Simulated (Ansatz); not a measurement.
# La3RuN4: the cost of one run

Program: Ansatz 0.2.0. Level of theory: DFT PBE, scalar-relativistic, plane waves, PAW, unless a step names another level. These are calculated values, not measurements.

4 further runs of the same task are left out: 4 set aside as unsound or not needed. Runs told in other sessions of the task aren't counted.

## (1) Plan

Pauling electronegativities: La 1.10, Ru 2.20, N 3.04 (spread 1.94). The formula balances with common oxidation states: Ru +3, La +3, N -3. Tabulated atomic sizes suggest about 18 Å³/atom. 21 candidates were drawn, by swapping species into database cells of other compounds, at random by space group and Wyckoff sites, or by hand, as the table says:

```
name                  made from  space group no.                   Wyckoff sites  atoms (primitive cell)  V (Å³/atom)
 c01                     random              139          La 4c, 2b; Ru 2a; N 8g                       8         19.6
 c02                     random              191          La 3g; Ru 1b; N 1a, 3f                       8         22.4
 c03                     random              191          La 1b, 2c; Ru 1a; N 4h                       8         18.6
 c04    database cell of KNa3H4              221          La 3d; Ru 1b; N 1a, 3c                       8         19.2
 c05  database cell of Fe4Te3Se               99  La 1a, 1b, 1b; Ru 1a; N 2c, 2c                       8         17.8
 c06    database cell of Na3PS4              217              La 6b; Ru 2a; N 8c                       8         17.6
 c07                     random              123  La 2f, 1b; Ru 1a; N 2e, 1d, 1c                       8         18.3
 c08   database cell of Bi3BrO4              123          La 2g, 1c; Ru 1d; N 4i                       8         16.3
 c09  database cell of Mg4Te3Se              115      La 2f, 1a; Ru 1d; N 2g, 2g                       8         23.5
 c10                     random              216     La 4d, 4b, 4a; Ru 4c; N 16e                       8         21.0
 c11                     random              166          La 9d; Ru 3b; N 3a, 9e                       8         21.0
 c12                     random              229              La 6b; Ru 2a; N 8c                       8         20.9
 c13   database cell of Cu3AsS4              215              La 3c; Ru 1a; N 4e                       8         17.1
 c14   database cell of Fe4Te3S               99  La 1b, 1a, 1a; Ru 1b; N 2c, 2c                       8         18.6
 c15                     random              191              La 3f; Ru 1b; N 4h                       8         18.6
 c16   database cell of Sr3CdO4              221          La 3c; Ru 1a; N 1b, 3d                       8         15.8
 c17                     random              187  La 2h, 1a; Ru 1f; N 1e, 2h, 1b                       8         19.4
 c18  database cell of Ca4Cd3Au              123      La 2g, 1b; Ru 1a; N 2h, 2h                       8         21.4
 c19                     random              189          La 3g; Ru 1b; N 3g, 1a                       8         22.6
 c20                     random              139          La 2b, 4d; Ru 2a; N 8j                       8         22.1
 c21                     random              123  La 1c, 1b, 1d; Ru 1a; N 2e, 2g                       8         18.8
```

## (2) Screening run of c09

The input, input.yaml:

```yaml
crystal:
  lattice:
    - [4.05413417, 0.0, 0.0]
    - [0.0, 4.05413417, 0.0]
    - [0.0, 0.0, 11.41786162]
  atoms:
    - { symbol: La, position: [0.5, 0.5, 0.26162425] }
    - { symbol: La, position: [0.0, 0.0, 0.0] }
    - { symbol: La, position: [0.5, 0.5, 0.73837575] }
    - { symbol: Ru, position: [0.0, 0.0, 0.5], spin: 1.0 }
    - { symbol: "N", position: [0.5, 0.0, 0.60787296] }
    - { symbol: "N", position: [0.0, 0.5, 0.39212704] }
    - { symbol: "N", position: [0.5, 0.0, 0.13068306] }
    - { symbol: "N", position: [0.0, 0.5, 0.86931694] }
basis:
  ecutwfc: 420
kpoints:
  mp_grid: { grid: [3, 3, 1] }
hamiltonian:
  xc: pbe
scf:
  occupations: { method: gaussian, width: 0.15 }
  lower_state_search: "off"
output:
  forces: true
  stress: true
  eigenvalues: true
  populations: true
magnetization:
  spin_polarized: true
relax:
  adjacent_minimum: "off"
  f_tol: 0.08
  max_steps: 16
  cell: { stress_tol: 0.8 }
```

Started as:

```console
$ ansatz run input.yaml --threads 1 --pin off --max-ram 2560MiB --backend cpu --events-out ev --progress --plain --runs-dir out
```

Q: Estimate wall time and peak memory on 1 thread of AMD EPYC 9R45 (Zen 5), shared host.

About 36 s, with a peak of 0.52 GiB.
